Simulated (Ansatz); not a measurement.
**CH3InS: ionisation energy by level of theory**

Aim: the vertical ionisation energy of CH3InS, as cation minus neutral at the neutral's geometry, on several levels, and how well −ε(HOMO) stands in for it.

Program: Ansatz 0.2.0, Gaussian basis. Level of theory: unrestricted cation, the program's frozen cores in correlated methods. These are calculated values, not measurements.

Levels to be run: UKS PBE-D4/def2-TZVPP; UKS r2SCAN-D4/def2-TZVPP; UKS PBE0-D4/def2-TZVPP; UKS B3LYP-D4/def2-TZVPP; UKS wB97X-V/def2-TZVPP; UKS wB97M-V/def2-TZVPP; UKS B2PLYP/def2-TZVPP; UHF-CCSD(T)/def2-TZVPP; UHF-MP2/def2-QZVPP; extrapolation to the limit; then −ε(HOMO) from the neutral's earlier runs with LDA (SPW92), PBE-D4, revPBE-D4, BLYP-D4, r2SCAN-D4, B97M-V, PBE0-D4, B3LYP-D4, r2SCANh-D4, r2SCAN0-D4, HSE06-D4, BHLYP-D4, CAM-B3LYP-D4, LC-ωPBE, ωB97X-V, ωB97M-V.

**1. Structure used throughout**

An earlier PBE0-D4 in a triple-zeta def2 set relaxation fixed the geometry. In takes the def2 core potential; no spin-orbit term is included.

SMILES `[CH2]1[S][InH]1`, 6 atoms, charge 0, spin multiplicity 1.

Atoms are counted from 1 here; the program's logs count them from 0.

Bond lengths: C1–S2 1.858 Å, C1–In3 2.099 Å, C1–H4 1.086 Å, C1–H5 1.086 Å, S2–In3 2.393 Å, In3–H6 1.669 Å. Angles: S2–C1–In3 74.1°, S2–C1–H4 114.5°, S2–C1–H5 114.5°, In3–C1–H4 117.9°, In3–C1–H5 117.9°, H4–C1–H5 112.6°, C1–S2–In3 57.6°, C1–In3–S2 48.3°, C1–In3–H6 177.0°, S2–In3–H6 134.7°.

**2. Cation, UKS PBE-D4/def2-TZVPP**

Input file in.yaml:

```yaml
crystal:
  periodic: [false, false, false]
  atoms:
    - {symbol: C, position_ang: [-0.227305, -0.729690, -0.493598]}
    - {symbol: S, position_ang: [-1.321046, 0.764429, -0.644271]}
    - {symbol: In, position_ang: [0.606334, 0.722606, 0.772629]}
    - {symbol: H, position_ang: [0.313506, -0.984970, -1.399891]}
    - {symbol: H, position_ang: [-0.702961, -1.591431, -0.035169]}
    - {symbol: H, position_ang: [1.331482, 1.819057, 1.800299]}
basis:
  gaussian: {orbitals: def2-TZVPP}
total_charge: 1
magnetization: {spin_polarized: true, initial_magnetization: 1}
hamiltonian: {xc: pbe, dispersion: d4}
```

Run with:

```bash
> ansatz run in.yaml --threads 2 --pin off --events-out ev --progress --plain --max-ram 4352MiB
```

Further steps of the session: Cation, UKS r2SCAN-D4/def2-TZVPP; Cation, UKS PBE0-D4/def2-TZVPP; Cation, UKS B3LYP-D4/def2-TZVPP; Cation, UKS wB97X-V/def2-TZVPP; Cation, UKS wB97M-V/def2-TZVPP; Cation, UKS B2PLYP (frozen core)/def2-TZVPP; Cation, UHF-CCSD(T)/def2-TZVPP; Cation, UHF-MP2/def2-QZVPP.

Before running them: what should the planned runs give, taken together? Wanted: ionisation energy, CCSD(T)/CBS; nearest functional by difference; nearest −ε(HOMO); −ε(HOMO) of PBE; T1 of the cation.

As calculated:

```
                        quantity                value
  ionisation energy, CCSD(T)/CBS              8.33 eV
nearest functional by difference  B3LYP-D4 (-0.13 eV)
                nearest −ε(HOMO)   ωB97X-V (-0.10 eV)
                 −ε(HOMO) of PBE              5.19 eV
                T1 of the cation                0.018
```

Energy differences with functionals land within 0.20 eV of the reference. The PBE orbital energy is 3.1 eV too small: a semilocal HOMO is no ionisation energy. Among orbital estimates ωB97X-V comes nearest. Hartree-Fock falls 1.21 eV short, as the neutral has more correlation energy than the cation. The cation may have settled in a state other than its lowest; no search over hole states beyond the program's own was made. Correlated methods include outer-core shells of In, which these sets cover unevenly. With outer-core shells in play the reference is unsure by up to some tenths of an eV, so close misses can't be ranked.
